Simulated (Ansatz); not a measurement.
# CH9GePSi: a ladder of functionals and wavefunction methods

How much do the methods differ for CH9GePSi? The plan is to run it at one geometry with functionals of several rungs and with coupled cluster. The yardstick is the atomisation energy at the CCSD(T) limit.

Computed with Ansatz 0.2.0, Gaussian basis. Level: functionals in def2-TZVPP, the program's frozen cores in correlated methods.

Levels to be run: LDA (SPW92), PBE-D4, revPBE-D4, BLYP-D4, r2SCAN-D4, B97M-V, PBE0-D4, B3LYP-D4, r2SCANh-D4, r2SCAN0-D4, HSE06-D4, BHLYP-D4, CAM-B3LYP-D4, LC-ωPBE, ωB97X-V, ωB97M-V, B2PLYP, PBE-QIDH; CCSD(T)/def2-SVP; CCSD(T)/def2-TZVPP; MP2/def2-QZVPP; extrapolation to the limit; RPA on PBE.

## Step 1: The relaxed structure

The geometry comes from an earlier relaxation with PBE0-D4 in a triple-zeta def2 set; it is a stationary point, not always the lowest conformer.

SMILES `[SiH3][CH2][GeH2][PH2]`, 13 atoms, charge 0, spin multiplicity 1.

Atoms are counted from 1 here; the program's logs count them from 0.

Bond lengths: Si1–C2 1.870 Å, Si1–H5 1.488 Å, Si1–H6 1.489 Å, Si1–H7 1.488 Å, C2–Ge3 1.961 Å, C2–H8 1.094 Å, C2–H9 1.094 Å, Ge3–P4 2.324 Å, Ge3–H10 1.541 Å, Ge3–H11 1.541 Å, P4–H12 1.421 Å, P4–H13 1.421 Å. Angles: C2–Si1–H5 110.1°, C2–Si1–H6 111.4°, C2–Si1–H7 110.1°, H5–Si1–H6 108.4°, H5–Si1–H7 108.4°, H6–Si1–H7 108.4°, Si1–C2–Ge3 113.7°, Si1–C2–H8 109.8°, Si1–C2–H9 109.9°, Ge3–C2–H8 107.9°, Ge3–C2–H9 108.0°, H8–C2–H9 107.4°, C2–Ge3–P4 113.6°, C2–Ge3–H10 109.7°, C2–Ge3–H11 109.7°, P4–Ge3–H10 107.6°, P4–Ge3–H11 107.6°, H10–Ge3–H11 108.5° and more.

## Step 2: LDA

This LDA is Slater exchange with PW92 correlation.

in.yaml reads:

```yaml
crystal:
  periodic: [false, false, false]
  atoms:
    - {symbol: Si, position_ang: [-1.305310, 1.551155, -0.828479]}
    - {symbol: C, position_ang: [-0.531417, 0.353683, 0.381364]}
    - {symbol: Ge, position_ang: [0.915280, -0.721265, -0.390969]}
    - {symbol: P, position_ang: [1.884265, -2.200336, 1.116944]}
    - {symbol: H, position_ang: [-1.876489, 0.811278, -1.985855]}
    - {symbol: H, position_ang: [-2.395100, 2.339237, -0.190257]}
    - {symbol: H, position_ang: [-0.277611, 2.498109, -1.338642]}
    - {symbol: H, position_ang: [-0.125007, 0.901002, 1.236495]}
    - {symbol: H, position_ang: [-1.292955, -0.331361, 0.764415]}
    - {symbol: H, position_ang: [2.029215, 0.206359, -0.913549]}
    - {symbol: H, position_ang: [0.373343, -1.549512, -1.571929]}
    - {symbol: H, position_ang: [0.630841, -2.671782, 1.593371]}
    - {symbol: H, position_ang: [1.991446, -1.221267, 2.141789]}
basis:
  gaussian: {orbitals: def2-TZVPP}
hamiltonian: {xc: lda}
output: {orbitals: {seedname: orbitals}}
```

Further steps of the session: PBE-D4 (GGA); revPBE-D4 (GGA); BLYP-D4 (GGA); r2SCAN-D4 (meta-GGA); B97M-V (meta-GGA); PBE0-D4 (hybrid); B3LYP-D4 (hybrid); r2SCANh-D4 (hybrid); r2SCAN0-D4 (hybrid); HSE06-D4 (hybrid); BHLYP-D4 (hybrid); CAM-B3LYP-D4 (range-separated); LC-ωPBE (range-separated); ωB97X-V (range-separated); ωB97M-V (range-separated); B2PLYP (double hybrid); PBE-QIDH (double hybrid); CCSD(T) in def2-SVP; CCSD(T) in def2-TZVPP; MP2 in def2-QZVPP; RPA on PBE orbitals.

Before running them: what should the planned runs give, taken together? Wanted: atomisation energy, CCSD(T)/CBS; farthest beyond LDA; mean size of error, GGA; mean size of error, meta-GGA; mean size of error, hybrid; mean size of error, range-separated; mean size of error, double hybrid; gap, smallest and largest; T1 diagnostic.

As calculated:

| quantity | value |
| --- | --- |
| atomisation energy, CCSD(T)/CBS | 3958.9 kJ/mol |
| functionals within 39.6 kJ/mol (1.0 %) | PBE-D4, r2SCAN-D4, B97M-V, B3LYP-D4, r2SCANh-D4, r2SCAN0-D4, HSE06-D4, CAM-B3LYP-D4, ωB97X-V, ωB97M-V |
| farthest beyond LDA | revPBE-D4 (-86.0 kJ/mol) |
| mean size of error, GGA | 54.2 kJ/mol |
| mean size of error, meta-GGA | 21.2 kJ/mol |
| mean size of error, hybrid | 33.3 kJ/mol |
| mean size of error, range-separated | 25.8 kJ/mol |
| mean size of error, double hybrid | 58.7 kJ/mol |
| gap, smallest and largest | 5.38 eV (LDA (SPW92)), 12.10 eV (LC-ωPBE) |
| T1 diagnostic | 0.0118 |
| triples share of the correlation energy | 3.7 % |

In words: LDA overbinds by 451.6 kJ/mol (11 %). PBE-D4 is off by -25.0 kJ/mol. Double hybrids carry the basis error of their MP2 part in triple zeta, and no dispersion term here, so their miss is partly the set-up's. The rungs meta-GGA, range-separated, hybrid miss on average by less than the doubt on the reference (39.6 kJ/mol), so they tie. The reference freezes the cores and leaves out relativity and excitations past (T), and its outer-core shells are covered unevenly, so misses under about 39.6 kJ/mol can't be ranked. Hartree-Fock recovers 74 % of the binding; the rest is correlation. CCSD(T) in def2-SVP is off by -265.9 kJ/mol, worse than the median functional, from the basis alone. The gap grows from 5.4 to 12.1 eV across the functionals, mostly with the share of exact exchange. Correlated methods include outer-core shells of Ge, which these sets cover unevenly.
